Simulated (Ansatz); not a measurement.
**Nb-Ir random alloys: few random alloy cells with their mixing energies from a Python script**

The task is a few random alloy cells with their mixing energies, for Nb-Ir random alloys.

All numbers are computed with the Python package of Ansatz 0.2.0. Level of theory: DFT LDA, plane waves, PAW.

### Step 1. The system

Nb Fm-3m: Symmetry: Fm-3m, No. 225, cubic system. The conventional cell has a = 4.190 Å, b = 4.190 Å, c = 4.190 Å, α = 90.00°, β = 90.00°, γ = 90.00°. Nb (site symmetry m-3m) is surrounded by 12 Nb at 2.96 Å.

Ir Fm-3m: The structure is cubic, space group Fm-3m (No. 225). Conventional cell: a = 3.830 Å, b = 3.830 Å, c = 3.830 Å, α = 90.00°, β = 90.00°, γ = 90.00°. Ir (site symmetry m-3m) has 12 Ir at 2.71 Å as nearest neighbours.

Nb3Ir5 R-3m: The structure is trigonal, space group R-3m (No. 166). The conventional cell has a = 5.607 Å, b = 5.607 Å, c = 13.735 Å, α = 90.00°, β = 90.00°, γ = 120.00°. Nb (site symmetry 2/m) is surrounded by 8 Ir at 2.80 Å and 4 Nb at 2.80 Å. Ir (site symmetry -3m) is surrounded by 6 Nb at 2.80 Å and 6 Ir at 2.80 Å. Only part of the 4 independent sites is listed.

The script holds or builds the structure itself.

### Step 2. Script

Input file random_alloy_nb.py:

```python
'''Random Nb-Ir cells of 8 mixed sites, after relaxing atoms and volume at fixed cell shape.'''

from collections import Counter
import warnings

import ansatz as az
import numpy as np
import pandas as pd

SETTINGS = {
    'xc': 'LDA',
    'max_scf': 60,
    'ecut': 460,
    'k_spacing': 0.3,
    'filling': 'fermi_dirac',
    'width_ev': 0.05,
}


def fcc(a_site, a):
    return (
        az.Lattice.fcc(a)
        .space_group(225)
        .atom(a_site, (0, 0, 0))
        .primitive()
    )

A_FIRST, A_LAST = 4.19, 3.83


def ground_state(name, crystal):
    calc = (
        crystal.calculation()
        .functional(SETTINGS['xc'])
        .scf(max_iterations=SETTINGS['max_scf'], lower_state_search='light', self_checks='high')
        .mixing('broyden', preconditioner='local_kerker')
        .basis(SETTINGS['ecut'])
        .kpoints(spacing=SETTINGS['k_spacing'])
        .occupations(SETTINGS['filling'], width=SETTINGS['width_ev'])
        .band_table()
    )
    calc = calc.relax(force_tolerance=0.02, fix_cell=['shape'])
    return calc.run()


def volume_per_atom(outcome):
    return abs(np.linalg.det(outcome.lattice.cell_ang)) / len(outcome.lattice.sites)


def counts(outcome):
    return Counter(site.symbol for site in outcome.lattice.sites)


def main() -> None:
    warnings.simplefilter('ignore', az.DeckWarning)

    phases = {'Nb': fcc('Nb', A_FIRST), 'Ir': fcc('Ir', A_LAST)}
    for k in [5]:
        a = A_FIRST + (A_LAST - A_FIRST) * k / 8
        supercell = fcc('Nb', a).supercell(2).resolved()
        for seed in [96, 31]:
            drawn = supercell.site_disorder().occupy('Nb', Nb=8 - k, Ir=k).random(seed=seed)
            phases[f'Nb{8 - k}Ir{k} seed {seed}'] = drawn.crystal

    done = {name: ground_state(name, crystal) for name, crystal in phases.items()}

    # x is the share of the second element on the mixed sites; both end members stand on this same lattice
    x = {name: counts(o)['Ir'] / (counts(o)['Nb'] + counts(o)['Ir']) for name, o in done.items()}
    first, last = min(x, key=x.get), max(x, key=x.get)
    energy = {name: o.report['energy_sigma0_ev'] / len(o.lattice.sites) for name, o in done.items()}
    volume = {name: volume_per_atom(o) for name, o in done.items()}
    rows = []
    for name in sorted(done, key=x.get):
        line = lambda table: (1 - x[name]) * table[first] + x[name] * table[last]
        rows.append((name, x[name], 1000 * (energy[name] - line(energy)), volume[name], 100 * (volume[name] / line(volume) - 1)))
    print(pd.DataFrame(rows, columns=['cell', 'x(Ir)', 'E_mix (meV/atom)', 'V (A^3/atom)', 'excess V (%)']).round(4).to_string(index=False))


if __name__ == '__main__':
    main()
```

### Step 3. The input behind the calls

The package turns the script's settings into the engine's input (first run):

```yaml
crystal:
  lattice:
    bravais: fcc
    a: 4.19
  space_group: 225
  atoms:
    - { symbol: Nb, position: [0.0, 0.0, 0.0] }
  reduce_to_primitive: true
basis:
  ecutwfc: 460.0
kpoints:
  mp_grid:
    kspacing: 0.3
hamiltonian:
  xc: lda
scf:
  max_iter: 60
  self_checks: high
  lower_state_search: light
  mixing:
    algorithm: broyden
    preconditioner: local_kerker
  occupations:
    method: fermi_dirac
    width: 0.05
relax:
  f_tol: 0.02
  cell:
    fix: [shape]
output:
  eigenvalues: true
```

### Step 4. The run

Started as:

```console
$ python random_alloy_nb.py
```

The program printed:

```text
          cell  x(Ir)  E_mix (meV/atom)  V (A^3/atom)  excess V (%)
            Nb  0.000            0.0000       17.8471        0.0000
Nb3Ir5 seed 96  0.625         -518.0271       14.8426       -3.2591
Nb3Ir5 seed 31  0.625         -518.0271       14.8426       -3.2591
            Ir  1.000            0.0000       13.8399        0.0000
```

It took 39 s on 1 thread of AMD EPYC 9R45 (Zen 5), shared host; peak memory 0.63 GiB.

### Step 5. The runs side by side

From the records of these 4 runs:

| run | system | space group at the end | energy (eV/atom) | from the elements (meV/atom) | final volume (Å³/atom) | pressure (GPa) | SCF cycles in all | CPU time (s) |
| --- | --- | --- | --- | --- | --- | --- | --- | --- |
| 1 | Nb (1 atom) | Fm-3m | -4442.2126 | 0.0 | 17.85 | 0.01 | 27 | 1.2 |
| 2 | Ir (1 atom) | Fm-3m | -11663.3978 | 0.0 | 13.84 | 0.01 | 22 | 1.2 |
| 3 | Nb3Ir5 (8 atoms) | R-3m | -8955.9714 | -518.0 | 14.84 | -0.04 | 33 | 17 |
| 4 | Nb3Ir5 (8 atoms) | R-3m | -8955.9714 | -518.0 | 14.84 | -0.04 | 33 | 18 |

Energies are extrapolated to zero smearing width, as in the script. Totals carry meaning only in balanced differences at one level of theory.

### Step 6. How the relaxation of run 3 went

Relaxation path:

```csv
step,E - E(step 1) (eV/cell),largest force component (eV/Å),pressure (GPa),volume (Å³)
1,0.0000,0.0000,-13.86,124.67
2,1.0396,0.0000,40.48,107.31
3,-0.2621,0.0000,-2.63,119.73
4,-0.2707,0.0000,-0.03,118.74
5,-0.2692,0.0000,-0.04,118.74
```

Step 1 is the start. Step 5 repeats the geometry before it on a plane-wave basis chosen anew for that cell, so its energy need not be comparable with the rows above. Step 2 was tried and not accepted.

Lengths and angles in the start's conventional setting:

|  | before | after | change |
| --- | --- | --- | --- |
| a (Å) | 5.607 | 5.517 | -1.6 % |
| b (Å) | 5.607 | 5.517 | -1.6 % |
| c (Å) | 13.735 | 13.514 | -1.6 % |
| volume (Å³/atom) | 15.58 | 14.84 | -4.8 % |
| shortest distance (Å) | 2.804 | 2.759 | -1.6 % |
| space group (0.01 Å) | R-3m | R-3m | same |

The run keeps the 12 symmetry operations of the start, so it could not have lowered the symmetry.

### Step 7. The relaxation of run 4, step by step

Relaxation path:

| step | energy from step 1 (eV/cell) | largest force component (eV/Å) | pressure (GPa) | volume (Å³) |
| --- | --- | --- | --- | --- |
| 1 | 0.0000 | 0.0000 | -13.86 | 124.67 |
| 2 | 1.0396 | 0.0000 | 40.48 | 107.31 |
| 3 | -0.2621 | 0.0000 | -2.63 | 119.73 |
| 4 | -0.2707 | 0.0000 | -0.03 | 118.74 |
| 5 | -0.2692 | 0.0000 | -0.04 | 118.74 |

Step 1 is the start. Step 5 repeats the geometry before it on a plane-wave basis chosen anew for that cell, so its energy need not be comparable with the rows above. Step 2 was tried and not accepted.

Lengths and angles in the start's conventional setting:

|  | before | after | change |
| --- | --- | --- | --- |
| a (Å) | 5.607 | 5.517 | -1.6 % |
| b (Å) | 5.607 | 5.517 | -1.6 % |
| c (Å) | 13.735 | 13.514 | -1.6 % |
| volume (Å³/atom) | 15.58 | 14.84 | -4.8 % |
| shortest distance (Å) | 2.804 | 2.759 | -1.6 % |
| space group (0.01 Å) | R-3m | R-3m | same |

The run keeps the 12 symmetry operations of the start, so it could not have lowered the symmetry.

### Step 8. Outcome

| quantity | value |
| --- | --- |
| runs compared | 4 |
| energy of Nb3Ir5 (run 3) from the elements | -518 meV/atom |
| energy of Nb3Ir5 (run 4) from the elements | -518 meV/atom |

What this shows: Some draws give the same energy: they are one arrangement up to symmetry, not independent samples. Nb3Ir5 lies 518 meV/atom below its elements, the most of the cells tried. In CPU time, run 4 cost about 15 times as much as run 2. In run 3, over 2 moves the cell shrank by 4.8 % in volume, and the space group stayed R-3m. In run 4, over 2 moves the cell shrank by 4.8 % in volume, and the space group stayed R-3m. Caveats:
- For the metals among these cells the mesh is coarse, so their volumes and pressures are rough.
- Atoms and volume are relaxed with the cell's shape held, which in cells of lower than cubic symmetry can hide stresses and shift volumes.
- Spin-orbit coupling, which matters for elements this heavy, is left out.
- Cells of eight mixed sites are far from the random limit, and both end members stand on the same lattice, which need not be their own. Differences under about 40 meV an atom lie within the error of mesh and functional.
- The cells are prototypes set up for this calculation and needn't exist.
